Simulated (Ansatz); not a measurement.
# GaGeH7Si: how energies converge with the basis set

The task here is to estimate one member of a computed series from the others.

The runs use Ansatz 0.2.0, Gaussian basis; one geometry, several basis sets.

The runs, in order: PBE0-D4/def2-SVP; ωB97M-V/def2-SVP; PBE0-D4/def2-QZVPP; ωB97M-V/def2-QZVPP; the functionals' def2-TZVPP values are taken from earlier runs.

**The relaxed structure**

All runs share one geometry, relaxed beforehand with PBE0-D4 in a triple-zeta def2 set.

SMILES `[SiH3][GeH2][GaH2]`, 10 atoms, charge 0, spin multiplicity 1.

Atoms are counted from 1 here; the program's logs count them from 0.

Bond lengths: Si1–Ge2 2.384 Å, Si1–H4 1.487 Å, Si1–H5 1.488 Å, Si1–H6 1.488 Å, Ge2–Ga3 2.438 Å, Ge2–H7 1.542 Å, Ge2–H8 1.542 Å, Ga3–H9 1.572 Å, Ga3–H10 1.571 Å. Angles: Ge2–Si1–H4 111.4°, Ge2–Si1–H5 109.9°, Ge2–Si1–H6 109.8°, H4–Si1–H5 108.7°, H4–Si1–H6 108.7°, H5–Si1–H6 108.2°, Si1–Ge2–Ga3 110.3°, Si1–Ge2–H7 107.6°, Si1–Ge2–H8 107.5°, Ga3–Ge2–H7 112.0°, Ga3–Ge2–H8 111.9°, H7–Ge2–H8 107.3°, Ge2–Ga3–H9 120.2°, Ge2–Ga3–H10 120.3°, H9–Ga3–H10 119.5°.

As a file:

```xyz
10

Si   -1.4044    0.8342   -0.7704
Ge    0.0701   -0.9578   -0.2246
Ga    1.8347   -0.1789    1.2667
H    -2.4879    0.3871   -1.6856
H    -0.6452    1.9308   -1.4298
H    -2.0213    1.3755    0.4706
H     0.6364   -1.5144   -1.5466
H    -0.7751   -2.0759    0.4188
H     1.6260   -0.2110    2.8239
H     3.1667    0.4105    0.6771
```

Set-up of the first run:

File in.yaml:

```yaml
crystal:
  periodic: [false, false, false]
  atoms:
    - {symbol: Si, position_ang: [-1.404444, 0.834167, -0.770443]}
    - {symbol: Ge, position_ang: [0.070087, -0.957793, -0.224600]}
    - {symbol: Ga, position_ang: [1.834712, -0.178917, 1.266651]}
    - {symbol: H, position_ang: [-2.487889, 0.387060, -1.685609]}
    - {symbol: H, position_ang: [-0.645233, 1.930797, -1.429822]}
    - {symbol: H, position_ang: [-2.021260, 1.375544, 0.470637]}
    - {symbol: H, position_ang: [0.636426, -1.514439, -1.546609]}
    - {symbol: H, position_ang: [-0.775118, -2.075909, 0.418788]}
    - {symbol: H, position_ang: [1.626040, -0.211023, 2.823941]}
    - {symbol: H, position_ang: [3.166690, 0.410511, 0.677055]}
basis:
  gaussian: {orbitals: def2-SVP}
hamiltonian: {xc: pbe0, dispersion: d4}
output: {orbitals: {seedname: orbitals}}
```

Started as:

```sh
ansatz run in.yaml --threads 2 --pin off --events-out ev --progress --plain --max-ram 31744MiB --backend cpu
```

Among the steps run: PBE0-D4 in def2-SVP; ωB97M-V in def2-SVP; PBE0-D4 in def2-QZVPP; ωB97M-V in def2-QZVPP.

One of the session's tables, all rows but one given; the rest of the session is left out.

It belongs to the step «Functionals by basis». 

| functional | basis | HOMO (eV) | LUMO (eV) |
| --- | --- | --- | --- |
| PBE0-D4 | def2-SVP | -7.43 | -2.16 |
| PBE0-D4 | def2-TZVPP | -7.42 | -2.17 |
| PBE0-D4 | def2-QZVPP | -7.41 | -2.18 |
| ωB97M-V | def2-SVP | -9.35 | -0.43 |
| ωB97M-V | def2-TZVPP | -9.37 | -0.48 |
| ωB97M-V | def2-QZVPP | ? | ? |

Q: Estimate the row for ωB97M-V, def2-QZVPP from the others.

**Answer.** HOMO (eV): -9.36; LUMO (eV): -0.57. In the column «HOMO (eV)» it lies between ωB97M-V, def2-TZVPP (-9.37) and ωB97M-V, def2-SVP (-9.35).
